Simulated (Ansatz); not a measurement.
# AsH₄NTe: basis-set convergence

One table from this session's results is given with a row withheld; the runs are named, their logs left out.

The runs use Ansatz 0.2.0, Gaussian basis; one geometry, several basis sets.

Levels to be run: PBE0-D4/def2-SVP; ωB97M-V/def2-SVP; PBE0-D4/def2-QZVPP; ωB97M-V/def2-QZVPP; the functionals' def2-TZVPP values are taken from earlier runs.

## The relaxed structure

All runs share one geometry, relaxed beforehand with PBE0-D4 in a triple-zeta def2 set. Te takes the def2 core potential; no spin-orbit term is included.

SMILES `N[AsH][TeH]`, 7 atoms, charge 0, spin multiplicity 1.

Atoms are counted from 1 here; the program's logs count them from 0.

Bond lengths: N1–As2 1.841 Å, N1–H4 1.012 Å, N1–H5 1.011 Å, As2–Te3 2.615 Å, As2–H6 1.520 Å, Te3–H7 1.659 Å. Angles: As2–N1–H4 111.4°, As2–N1–H5 115.3°, H4–N1–H5 108.9°, N1–As2–Te3 106.7°, N1–As2–H6 94.1°, Te3–As2–H6 92.6°, As2–Te3–H7 94.8°.

The first run:

in.yaml

```yaml
crystal:
  periodic: [false, false, false]
  atoms:
    - {symbol: N, position_ang: [-1.035659, 0.748119, -0.623670]}
    - {symbol: As, position_ang: [-0.689063, -0.062710, 0.992521]}
    - {symbol: Te, position_ang: [1.066685, -1.943696, 0.527353]}
    - {symbol: H, position_ang: [-1.702288, 0.217121, -1.168469]}
    - {symbol: H, position_ang: [-0.222872, 0.936793, -1.194830]}
    - {symbol: H, position_ang: [0.384342, 0.938670, 1.388661]}
    - {symbol: H, position_ang: [2.260055, -0.902297, 0.032835]}
basis:
  gaussian: {orbitals: def2-SVP}
hamiltonian: {xc: pbe0, dispersion: d4}
output: {orbitals: {seedname: orbitals}}
```

Command:

```sh
ansatz run in.yaml --threads 2 --pin off --events-out ev --progress --plain --max-ram 4352MiB
```

Steps of the session up to this table: PBE0-D4 in def2-SVP; ωB97M-V in def2-SVP; PBE0-D4 in def2-QZVPP; ωB97M-V in def2-QZVPP.

One of the session's tables, all rows but one given; the rest of the session is left out.

It belongs to the step «Functionals by basis». 

```
functional       basis  HOMO (eV)
   PBE0-D4    def2-SVP          ?
   PBE0-D4  def2-TZVPP      -6.36
   PBE0-D4  def2-QZVPP      -6.39
   ωB97M-V    def2-SVP      -8.29
   ωB97M-V  def2-TZVPP      -8.44
   ωB97M-V  def2-QZVPP      -8.47
```

**Question.** Estimate the row for PBE0-D4, def2-SVP.

**Answer.** HOMO (eV): -6.24. In the column «HOMO (eV)» it is the highest.
